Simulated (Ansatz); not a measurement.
# CH7ClSi2: taking an electron away

Aim: the vertical ionisation energy of CH7ClSi2, as cation minus neutral at the neutral's geometry, on several levels, and how well −ε(HOMO) stands in for it.

The runs use Ansatz 0.2.0, Gaussian basis; unrestricted cation, the program's frozen cores in correlated methods.

Levels to be run: UKS PBE-D4/def2-TZVPP; UKS r2SCAN-D4/def2-TZVPP; UKS PBE0-D4/def2-TZVPP; UKS B3LYP-D4/def2-TZVPP; UKS wB97X-V/def2-TZVPP; UKS wB97M-V/def2-TZVPP; UKS B2PLYP/def2-TZVPP; UHF-CCSD(T)/def2-TZVPP; UHF-MP2/def2-QZVPP; extrapolation to the limit; then −ε(HOMO) from the neutral's earlier runs with LDA (SPW92), PBE-D4, revPBE-D4, BLYP-D4, r2SCAN-D4, B97M-V, PBE0-D4, B3LYP-D4, r2SCANh-D4, r2SCAN0-D4, HSE06-D4, BHLYP-D4, CAM-B3LYP-D4, LC-ωPBE, ωB97X-V, ωB97M-V.

### Step 1. The relaxed structure

An earlier PBE0-D4 in a triple-zeta def2 set relaxation fixed the geometry.

SMILES `C[SiH2][SiH2]Cl`, 11 atoms, charge 0, spin multiplicity 1.

Atoms are counted from 1 here; the program's logs count them from 0.

Bond lengths: C1–Si2 1.873 Å, C1–H5 1.092 Å, C1–H6 1.092 Å, C1–H7 1.092 Å, Si2–Si3 2.339 Å, Si2–H8 1.491 Å, Si2–H9 1.489 Å, Si3–Cl4 2.071 Å, Si3–H10 1.485 Å, Si3–H11 1.487 Å. Angles: Si2–C1–H5 110.9°, Si2–C1–H6 110.3°, Si2–C1–H7 110.7°, H5–C1–H6 108.2°, H5–C1–H7 108.3°, H6–C1–H7 108.4°, C1–Si2–Si3 110.3°, C1–Si2–H8 111.2°, C1–Si2–H9 110.9°, Si3–Si2–H8 108.3°, Si3–Si2–H9 108.0°, H8–Si2–H9 108.0°, Si2–Si3–Cl4 107.9°, Si2–Si3–H10 113.2°, Si2–Si3–H11 112.4°, Cl4–Si3–H10 107.5°, Cl4–Si3–H11 107.0°, H10–Si3–H11 108.5°.

### Step 2. Cation, UKS PBE-D4/def2-TZVPP

The input, in.yaml:

```yaml
crystal:
  periodic: [false, false, false]
  atoms:
    - {symbol: C, position_ang: [-0.254843, 1.675515, 0.256442]}
    - {symbol: Si, position_ang: [-0.284611, 0.165617, -0.851544]}
    - {symbol: Si, position_ang: [0.566123, -1.693987, 0.284599]}
    - {symbol: Cl, position_ang: [-0.483193, -1.891961, 2.059246]}
    - {symbol: H, position_ang: [0.768237, 1.928620, 0.542237]}
    - {symbol: H, position_ang: [-0.826725, 1.488436, 1.167709]}
    - {symbol: H, position_ang: [-0.691130, 2.537240, -0.253216]}
    - {symbol: H, position_ang: [0.535719, 0.381252, -2.077819]}
    - {symbol: H, position_ang: [-1.674987, -0.153384, -1.278570]}
    - {symbol: H, position_ang: [0.410684, -2.963287, -0.470934]}
    - {symbol: H, position_ang: [2.000024, -1.531161, 0.642350]}
basis:
  gaussian: {orbitals: def2-TZVPP}
total_charge: 1
magnetization: {spin_polarized: true, initial_magnetization: 1}
hamiltonian: {xc: pbe, dispersion: d4}
```

Started as:

```bash
> ansatz run in.yaml --threads 2 --pin off --events-out ev --progress --plain --max-ram 32768MiB --backend cpu
```

Further steps of the session: Cation, UKS r2SCAN-D4/def2-TZVPP; Cation, UKS PBE0-D4/def2-TZVPP; Cation, UKS B3LYP-D4/def2-TZVPP; Cation, UKS wB97X-V/def2-TZVPP; Cation, UKS wB97M-V/def2-TZVPP; Cation, UKS B2PLYP (frozen core)/def2-TZVPP; Cation, UHF-CCSD(T)/def2-TZVPP; Cation, UHF-MP2/def2-QZVPP.

Before running them: what should the planned runs give, taken together? Wanted: ionisation energy, CCSD(T)/CBS; nearest functional by difference; nearest −ε(HOMO); −ε(HOMO) of PBE; T1 of the cation.

The runs gave:

| quantity | value |
| --- | --- |
| ionisation energy, CCSD(T)/CBS | 10.22 eV |
| nearest functional by difference | ωB97X-V (-0.13 eV) |
| nearest −ε(HOMO) | ωB97X-V (-0.01 eV) |
| −ε(HOMO) of PBE | 6.76 eV |
| T1 of the cation | 0.023 |

Energy differences with functionals land within 0.65 eV of the reference. The PBE orbital energy is 3.5 eV too small: a semilocal HOMO is no ionisation energy. Among orbital estimates ωB97X-V comes nearest. Hartree-Fock falls 0.71 eV short, as the neutral has more correlation energy than the cation. The cation may have settled in a state other than its lowest; no search over hole states beyond the program's own was made.
